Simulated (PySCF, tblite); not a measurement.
# C₆H₁₁F₂NSi: geometry, infrared bands and NMR shifts

Aim: predict the infrared bands and NMR shifts of C₆H₁₁F₂NSi (`[H]/N=C1\[C@H]([SiH2]C)C[C@]1(F)CF`).

Computed with tblite 0.8.0 and PySCF 2.14.0, with density-fitted response routines of our own, on a single molecule in the gas phase. Atoms are numbered from 0 throughout.

## (1) The starting structure

21 atoms, charge 0, multiplicity 1; geometry from: force field or distance geometry start.

Bonds of the start (Å): C0–Si1 1.84, Si1–C2 1.88, C2–C3 1.58, C3–C4 1.58, C4–F5 1.36, C4–C6 1.50, C6–F7 1.37, C4–C8 1.52, C8–N9 1.29, C8–C2 1.51, C0–H10 1.08, C0–H11 1.10, C0–H12 1.11, Si1–H13 1.49, Si1–H14 1.48, C2–H15 1.09, C3–H16 1.08, C3–H17 1.09, C6–H18 1.10, C6–H19 1.09, N9–H20 1.02.

## (2) Relaxing the molecule with GFN2-xTB

Job settings and geometry (Å):

```
{"job": {"kind": "relax", "xc": "GFN2-xTB", "basis": "xTB"}, "charge": 0, "multiplicity": 1}
C      1.830900    -0.005000     1.539500
Si     1.949900    -0.821600    -0.110300
C      0.365000    -0.614100    -1.103100
C     -0.160300     0.861300    -1.284900
C     -1.549100     0.464200    -0.653200
F     -2.559300     0.352400    -1.564300
C     -2.007200     1.249700     0.542800
F     -0.951400     1.441500     1.398000
C     -0.928400    -0.897700    -0.386100
N     -1.387400    -1.931800     0.225900
H      2.726600    -0.160100     2.130600
H      1.677500     1.074800     1.439000
H      0.975900    -0.393700     2.129500
H      3.103300    -0.261700    -0.861600
H      2.213300    -2.266900     0.089400
H      0.410400    -1.151400    -2.045400
H     -0.219300     1.183300    -2.318200
H      0.378800     1.625100    -0.722600
H     -2.798100     0.725600     1.098500
H     -2.374300     2.235200     0.262900
H     -0.705700    -2.692100     0.193200
```

On the command line:

```console
$ OMP_NUM_THREADS=1 python probes_run.py task.json out
```

One launch serves the whole session: the jobs run in the order shown.

**Question.** This job is followed by: GFN2-xTB harmonic vibrations, gas phase; GIAO PBE0/pcSseg-1 NMR shielding, non-relativistic, gas phase. Predict these results of the whole session: strongest single infrared mode (GFN2-xTB); zero-point energy (GFN2-xTB); 13C shifts against TMS (PBE0/pcSseg-1); 1H shifts against TMS (PBE0/pcSseg-1, means over atoms taken as alike); 29Si shifts against TMS (PBE0/pcSseg-1); 19F shifts against CFCl3 (PBE0/pcSseg-1); 15N shifts against NH3 (PBE0/pcSseg-1).

The runs gave:

```
                                                              quantity                                                      value
                             strongest single infrared mode (GFN2-xTB)                                      2219 cm⁻¹, 366 km/mol
                                          zero-point energy (GFN2-xTB)                                              98.3 kcal/mol
                                13C shifts against TMS (PBE0/pcSseg-1)                  186.4, 103.4, 85.2, 35.3, 27.1, -10.2 ppm
1H shifts against TMS (PBE0/pcSseg-1, means over atoms taken as alike)  11.26, 5.22, 4.58, 4.26, 4.10, 3.04, 2.47, 2.40, 0.13 ppm
                               29Si shifts against TMS (PBE0/pcSseg-1)                                                  -45.0 ppm
                              19F shifts against CFCl3 (PBE0/pcSseg-1)                                         -188.2, -261.2 ppm
                                15N shifts against NH3 (PBE0/pcSseg-1)                                                  353.2 ppm
```

Relaxing lowered the energy by 0.229 eV in 45 steps; the close pair that moved most is C0–Si1, from 1.845 to 1.890 Å. All 57 modes are real, so the xTB geometry is a minimum. The strongest single mode, at 2219 cm⁻¹, moves mainly H14. Unscaled tight-binding wavenumbers are off by several per cent, some by more. Its intensities can rank the bands wrongly. At PBE0/pcSseg-1: Shielding is most anisotropic at N9 (span 655 ppm, paramagnetic term -409 ppm).
